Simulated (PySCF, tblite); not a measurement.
# C₆H₁₃AsSi: geometry, infrared bands and NMR shifts

What infrared bands and NMR shifts should C₆H₁₃AsSi (`C#CCCC[As](C)[SiH3]`) show?

Programs: tblite 0.8.0 and PySCF 2.14.0, with density-fitted response routines of our own. Each step states its level of theory. These are calculated values for one molecule in the gas phase, unless marked as measured. Atoms count from 0, in the outputs and in this text.

**1. Starting geometry**

21 atoms, charge 0, multiplicity 1; geometry from: force field or distance geometry start.

Bonds of the start (Å): C0–C1 1.21, C1–C2 1.47, C2–C3 1.55, C3–C4 1.54, C4–As5 1.99, As5–C6 1.97, As5–Si7 2.33, C0–H8 1.06, C2–H9 1.10, C2–H10 1.11, C3–H11 1.10, C3–H12 1.11, C4–H13 1.12, C4–H14 1.11, C6–H15 1.12, C6–H16 1.11, C6–H17 1.11, Si7–H18 1.47, Si7–H19 1.47, Si7–H20 1.47.

**2. Optimising the geometry with GFN2-xTB**

Job settings and geometry (Å):

```
{"job": {"kind": "relax", "xc": "GFN2-xTB", "basis": "xTB"}, "charge": 0, "multiplicity": 1}
C      4.172400     1.701200    -1.085800
C      3.356200     0.894000    -0.713300
C      2.393700    -0.105600    -0.235800
C      0.978900     0.272600    -0.731200
C     -0.050200    -0.761100    -0.237700
As    -1.857300    -0.280000    -0.909600
C     -2.730500    -1.756200     0.054600
Si    -2.262900     1.257400     0.800400
H      4.873300     2.416100    -1.418600
H      2.670200    -1.100600    -0.628900
H      2.405800    -0.134700     0.869400
H      0.962500     0.298600    -1.832700
H      0.700200     1.270900    -0.322500
H      0.214900    -1.763400    -0.648000
H     -0.055000    -0.803000     0.866700
H     -2.373700    -1.813400     1.118800
H     -3.827700    -1.594700     0.060000
H     -2.504900    -2.721700    -0.454800
H     -1.497400     2.482700     0.557500
H     -3.698800     1.574400     0.827400
H     -1.878500     0.683500     2.094900
```

Launch:

```sh
$ OMP_NUM_THREADS=1 python probes_run.py task.json out
```

One launch serves the whole session: the jobs run in the order shown.

**Question.** This job is followed by: GFN2-xTB harmonic vibrations, gas phase; GIAO PBE0/pcSseg-1 NMR shielding, non-relativistic, gas phase. Predict these results of the whole session: strongest single infrared mode (GFN2-xTB); zero-point energy (GFN2-xTB); 13C shifts against TMS (PBE0/pcSseg-1); 1H shifts against TMS (PBE0/pcSseg-1, means over atoms taken as alike); 75As shifts against AsH3 (PBE0/pcSseg-1); 29Si shifts against TMS (PBE0/pcSseg-1).

The runs gave:

| quantity | value |
| --- | --- |
| strongest single infrared mode (GFN2-xTB) | 781 cm⁻¹, 647 km/mol |
| zero-point energy (GFN2-xTB) | 100.9 kcal/mol |
| 13C shifts against TMS (PBE0/pcSseg-1) | 88.2, 75.0, 33.9, 33.4, 24.5, 9.3 ppm |
| 1H shifts against TMS (PBE0/pcSseg-1, means over atoms taken as alike) | 3.90, 2.23, 1.78, 1.52, 1.39, 1.08 ppm |
| 75As shifts against AsH3 (PBE0/pcSseg-1) | 357 ppm |
| 29Si shifts against TMS (PBE0/pcSseg-1) | -72.6 ppm |

Relaxing lowered the energy by 0.130 eV in 43 steps; the close pair that moved most is C6–H15, from 1.124 to 1.090 Å. All 57 modes are real, so the xTB geometry is a minimum. The strongest single mode, at 781 cm⁻¹, has its largest shares on H20, H18 and H19 (the list is cut at 3 atoms). Unscaled tight-binding wavenumbers are off by several per cent, some by more. Its intensities can rank the bands wrongly. At PBE0/pcSseg-1: The largest span, 345 ppm, is at As5, where the paramagnetic term is -1245 ppm. Spin-orbit coupling is left out, which matters for shieldings and couplings at and beside the heavy atoms.
